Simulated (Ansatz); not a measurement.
**GaH₂+ (triplet): wave-function methods side by side at distance Ga1–H2 = 1.768 Å, cc-pVTZ**

How much of the correlation energy of GaH₂+ (triplet) does each wave-function method recover here?

Method: cc-pVTZ, core rule «outside noble gas», up to 14 orbitals frozen; program: Ansatz 0.2.0, Gaussian basis.

The runs, in order: UHF; CCSD(T) on ROHF; CCSD(T) on UHF; BCCD(T) on ROHF; CISD; CCSDT(Q) on ROHF; CCSDT(Q) on UHF; CASSCF and MRCISD+Q, 4 electrons in 4 orbitals; CASSCF and NEVPT2, 4 electrons in 4 orbitals; CASSCF and MRCISD+Q, 4 electrons in 6 orbitals; CASSCF and NEVPT4(SD), 4 electrons in 6 orbitals; CASSCF and NEVPT2, 4 electrons in 6 orbitals; Full CI.

24 further runs of the same task are left out: 3 for a known fault of the program, 16 that didn't finish, 5 set aside as unsound or not needed.

### 1 The geometry

The geometry derives from a PBE0/def2-TZVP stationary point (not a proven minimum). One bond is set to the value named and the two fragments are kept rigid. No spin-orbit coupling is included. The filled d shell of Ga may be among the frozen orbitals whatever the setting's name suggests; the logs give the count.

3 atoms, charge 1, spin multiplicity 3.

Atoms are counted from 1 here; the program's logs count them from 0.

Bond lengths: Ga1–H2 1.768 Å, Ga1–H3 1.768 Å. Angles: H2–Ga1–H3 71.9°.

As a file:

| atom | x (Å) | y (Å) | z (Å) |
| --- | --- | --- | --- |
| Ga1 | 0.0000 | 0.0000 | -0.0402 |
| H2 | 0.0000 | 1.0383 | 1.3910 |
| H3 | 0.0000 | -1.0383 | 1.3910 |

### 2 UHF

The input, in.yaml:

```yaml
crystal:
  periodic: [false, false, false]
  atoms:
    - {symbol: Ga, position_ang: [0.000000, 0.000000, -0.040218]}
    - {symbol: H, position_ang: [0.000000, 1.038252, 1.391008]}
    - {symbol: H, position_ang: [0.000000, -1.038252, 1.391008]}
basis:
  gaussian: {orbitals: cc-pVTZ}
total_charge: 1
magnetization: {spin_polarized: true, initial_magnetization: 2}
hamiltonian: {xc: hf}
output: {orbitals: {seedname: orbitals}}
```

Command:

```
> ansatz run in.yaml --threads 1 --pin off --events-out ev --progress --plain --max-ram 2393MiB
```

Further steps of the session: CCSD(T) on ROHF; CCSD(T) on UHF; BCCD(T) on ROHF; CISD; CCSDT(Q) on ROHF; CCSDT(Q) on UHF; CASSCF and MRCISD+Q, 4 electrons in 4 orbitals; CASSCF and NEVPT2, 4 electrons in 4 orbitals; CASSCF and MRCISD+Q, 4 electrons in 6 orbitals; CASSCF and NEVPT4(SD), 4 electrons in 6 orbitals; CASSCF and NEVPT2, 4 electrons in 6 orbitals; Full CI.

Q: Predict the results of all the runs planned. Wanted: FCI below the RHF energy; RMP2 from FCI; UMP2 from FCI; RCCSD from FCI; RCCSD(T) from FCI; UCCSD(T) from FCI; RCCSDT(Q) from FCI; UCCSDT(Q) from FCI; NEVPT2 pair from FCI.

As calculated:

| quantity | value |
| --- | --- |
| FCI below the RHF energy | -1.8939 eV |
| RMP2 from FCI | +438.7 meV |
| UMP2 from FCI | +468.1 meV |
| RCCSD from FCI | +45.8 meV |
| RCCSD(T) from FCI | +10.7 meV |
| UCCSD(T) from FCI | -3.4 meV |
| RCCSDT(Q) from FCI | -0.2 meV |
| UCCSDT(Q) from FCI | -14.2 meV |
| NEVPT2 pair from FCI | +428.5 meV |
| MRCISD+Q pair from FCI | -8.4 meV |
| NEVPT2 valence from FCI | +192.8 meV |
| levels within 1 kcal/mol (43 meV) | CISD, UCCSD, RCCSD(T), UCCSD(T), BCCD(T), RCCSDT, UCCSDT, RCCSDT(Q), UCCSDT(Q), MRCISD+Q pair, NEVPT4(SD) valence, MRCISD valence, MRCISD+Q valence |
| T1 diagnostic | 0.037 |
| effectively unpaired electrons | 2.03 |

In words: RCCSD(T) lands +10.7 meV from the yardstick (0.6 % of the correlation energy). UCCSD(T), UCCSDT, UCCSDT(Q), MRCISD+Q pair fall below full CI: unrestricted runs freeze a spin-polarised core, another one than full CI's, and coupled cluster isn't variational. One determinant dominates. Of the multireference levels listed MRCISD+Q valence comes nearest in total energy (+4.5 meV), which doesn't show that its space is the better one. These misses are within one basis, not against nature; the frozen cores of restricted and unrestricted runs differ, which can shift their rows.
